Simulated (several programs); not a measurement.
**Many methods on one cell: Cd2SeO (ordering on rocksalt)**

Cd2SeO as one 4-atom ordering (P4/mmm) on the rocksalt lattice, relaxed with r2SCAN in Ansatz, was computed with several methods. It is tetragonal, P4/mmm (No. 123); a = 3.768 Å, c = 5.162 Å in the conventional setting, 18.32 Å³ an atom. O has 6 Cd at 2.58–2.66 Å; Cd has 2 O at 2.58 Å and 4 Se at 2.66 Å; Se has 6 Cd at 2.58–2.66 Å; Cd has 2 Se at 2.58 Å and 4 O at 2.66 Å. Values at 0 K without nuclear motion; spin polarisation is off, and the phase may be a hypothetical one.

```xyz
4
Lattice="3.7676 0.0000 0.0000 0.0000 3.7676 0.0000 0.0000 0.0000 5.1617" Properties=species:S:1:pos:R:3 pbc="T T T"
O     0.0000    0.0000    0.0000
Cd    0.0000    0.0000    2.5808
Se    1.8838    1.8838    2.5808
Cd    1.8838    1.8838    0.0000
```

Gaps and times are for a single point on this cell; volume and bulk modulus come from each method's own relaxation or energy curve at fixed shape, which is too stiff where a cell has free coordinates or axes. Times are rough, from shared hosts (Arm Neoverse V1), and each method has its own mesh and cell size. A double dagger marks a value from a curve with shape and coordinates held. A star marks a curve whose lowest point is an end point. PM6 (MOPAC), PM7 (MOPAC), GFN1-xTB (tblite), GFN2-xTB (tblite) treat a cluster of cells at its zone centre, which samples few k points: where these miss a band edge, the gap comes out too large for that reason alone. Gaps from k meshes are read at a limited set of points (mesh, symmetry points, PBE's band edges), so each method's own least gap may be somewhat smaller. xTB and the PM methods were fitted mostly to molecules, and can miss a solid's gap by electronvolts. Minimal bases can be far off for gaps. Times of the plane-wave ladder aren't listed, since it ran on unlike processors and cards. Curves at held shape can't give the bulk modulus of a layered or molecular crystal, so none is listed. d marks a direct gap, i an indirect one (no mark: not told apart), a dash a value that wasn't computed or didn't pass its checks.

| method | kind | gap (eV) | own volume (Å³/atom) | bulk modulus (GPa) | atoms computed | processor time |
| --- | --- | --- | --- | --- | --- | --- |
| light PBE (260 eV and a coarse mesh) | light plane-wave | overlap 0.32 | – | – | 4 | 1.7 s |
| PM6 (MOPAC) | semi-empirical | 2.05 | – | – | cluster | 2.8 s |
| GFN1-xTB (tblite) | tight binding | 0 | – | – | cluster | 3.8 s |
| PM7 (MOPAC) | semi-empirical | 4.64 | – | – | cluster | 3.8 s |
| GFN2-xTB (tblite) | tight binding | 0 | 18.70‡ | – | cluster | 6.4 s |
| PBE/SZV (CP2K) | small basis | overlap 0.44 | 20.40*‡ | – | 4 | 8.9 s |
| PBE | semilocal | overlap 0.43 | 18.95 | – | 4 | – |
| r2SCAN | semilocal | 0.10 i | 18.32 | – | 4 | – |
| PBE/DZVP (CP2K) | small basis | overlap 0.43 | 19.39‡ | – | 4 | 30 s |
| PBE+SOC | semilocal | overlap 0.45 | – | – | 4 | – |
| PBE/single zeta (GPAW) | small basis | overlap 0.32 | – | – | 4 | 38 s |
| HSE06 | hybrid | 0.51 i | – | – | 4 | – |

Against HSE06 (0.51 eV) and with closed or daggered gaps left aside, the nearest gap at the points sampled is that of r2SCAN (-0.41 eV) and the farthest that of PM7 (MOPAC) (+4.13 eV). HSE06 is only a yardstick of convenience, and nearness to it can be luck.

Volumes against r2SCAN's: PBE +3.5 %.

With PBE the bands overlap or touch, or nearly. Semilocal functionals can close a real gap, so this doesn't show a metal; small gaps of other methods may in turn close between the points read or with spin-orbit coupling, and the solid may be a semimetal.

Only the rows marked +SOC include spin-orbit coupling.
